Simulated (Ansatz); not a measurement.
Debugging a table of relaxed lattice constants and trends of a series on the perovskite structure: Cr3PdN, Mo3PdN, PdW3N (Ansatz's Python interface).

Script `series.py`:
```python
import warnings

import ansatz as az
import matplotlib.pyplot as plt
import numpy as np
from tabulate import tabulate


def perovskite(a_site, b_site, x_site, a):
    return (
        az.Lattice.cubic(a)
        .space_group(221)
        .atom(a_site, (0, 0, 0))
        .atom(b_site, (0.5, 0.5, 0.5))
        .atom(x_site, (0.5, 0.5, 0))
    )

POLARISED = {"Cr3PdN"}


def ground_state(name, crystal):
    calc = (
        crystal.calculation()
        .functional("PBEsol")
        .basis(550)
        .kpoints(spacing=0.3)
        .occupations("gaussian", width=0.05)
        .charge(0.5)
        .scf(max_iterations=50)
        .stress()
        .band_table()
    )
    if name in POLARISED:
        calc = calc.spin("collinear")
    calc = calc.relax(force_tolerance=0.01, max_steps=30, cell=True)
    return calc.run()


def volume_per_atom(outcome):
    return abs(np.linalg.det(outcome.lattice.cell_ang)) / len(outcome.lattice.sites)

warnings.simplefilter("ignore", az.DeckWarning)

phases = {}
phases["Cr3PdN"] = perovskite("Pd", "N", "Cr", 3.84).moments(Cr=3.0)
phases["Mo3PdN"] = perovskite("Pd", "N", "Mo", 3.97)
phases["PdW3N"] = perovskite("Pd", "N", "W", 4.04)

done = {}
for name, crystal in phases.items():
    done[name] = ground_state(name, crystal)
    print(f"{name}: {done[name].report['energy_sigma0_ev']:.4f} eV, {len(done[name].lattice.sites)} atoms")

rows = [(name, float(np.linalg.norm(o.lattice.cell_ang[0])), volume_per_atom(o), abs(o.report["magnetization_mub"])) for name, o in done.items()]
print(tabulate(rows, headers=["compound", "a (A)", "V (A^3/atom)", "M (muB/cell)"], floatfmt=".4f", tablefmt="github"))
plt.figure(figsize=(4.5, 3))
plt.bar([row[0] for row in rows], [row[2] for row in rows])
plt.ylabel("V (A^3/atom)")
plt.tight_layout()
plt.savefig("series.png", dpi=100)
```

Output of `python series.py`:
```text
RunWarning: the starting moments were not kept: the SCF closed with an absolute magnetisation of 4.6e-6 μB, where they sum to 9 μB in size (3 sites). That is at most 0.1 of that sum. Measured as dr2_m measures the in/out step, that magnetisation stands 3.7e-12 eV from none, at or under the dr2_threshold of 1.0e-7 eV: it is no larger than a step whose dr2_m would equal this threshold. The system may hold no moment; this SCF shows only that its start led to no more than that. To try another [...]
Cr3PdN: -17343.5430 eV, 5 atoms
Mo3PdN: -21988.7299 eV, 5 atoms
PdW3N: -38065.7178 eV, 5 atoms
| compound   |   a (A) |   V (A^3/atom) |   M (muB/cell) |
|------------|---------|----------------|----------------|
| Cr3PdN     |  3.8071 |        11.0359 |         0.0000 |
| Mo3PdN     |  4.0728 |        13.5113 |         0.0000 |
| PdW3N      |  4.0873 |        13.6563 |         0.0000 |
```
(Warnings from the package without file and line, shortened, repeats left out.)

The script ran to its end, but the result can't be trusted. Why?

The fault: the net charge is wrong for this system. The change:

```diff
--- before
+++ after
@@ -25,6 +25,5 @@
         .basis(550)
+        .scf(max_iterations=50)
         .kpoints(spacing=0.3)
         .occupations("gaussian", width=0.05)
-        .charge(0.5)
-        .scf(max_iterations=50)
         .stress()
```

After the fix:

```console
$ python series.py
RunWarning: the starting moments were not kept: the SCF closed with an absolute magnetisation of 1.8e-1 μB, where they sum to 9 μB in size (3 sites). That is at most 0.1 of that sum. The system's moment may be that small; this SCF shows only that its start led to no larger one. To try another start: change the starting moments (crystal.atoms[].spin, magnetization.per_species, magnetization.initial_magnetization, or on a non-collinear deck that types none of these the spinor_matrix: blocks that [...]
Cr3PdN: -17334.0717 eV, 5 atoms
Mo3PdN: -21978.7396 eV, 5 atoms
PdW3N: -38055.1469 eV, 5 atoms
| compound   |   a (A) |   V (A^3/atom) |   M (muB/cell) |
|------------|---------|----------------|----------------|
| Cr3PdN     |  3.7860 |        10.8536 |         0.0000 |
| Mo3PdN     |  4.0569 |        13.3539 |         0.0000 |
| PdW3N      |  4.0710 |        13.4942 |         0.0000 |
```
(Warnings from the package without file and line, shortened, repeats left out.)

Reading the output:
- Absolute energies stand on the zero of these potentials, so only differences at equal settings mean something.
- The SCF didn't keep the moments it started from (some shrank, vanished or turned); what is printed is the state reached.
- Spin-orbit coupling, which matters for elements this heavy, is left out.
- The cells are built on a prototype by substitution; a member may or may not take this structure in nature.
- The script silences the warnings on its input, which a real study should read.
- Wall time of the script: 3.7 min on 1 thread of Arm Neoverse N1, on a shared host, peak memory 0.58 GiB.

(Lines on the test bed's own set-up are left out of the output.)
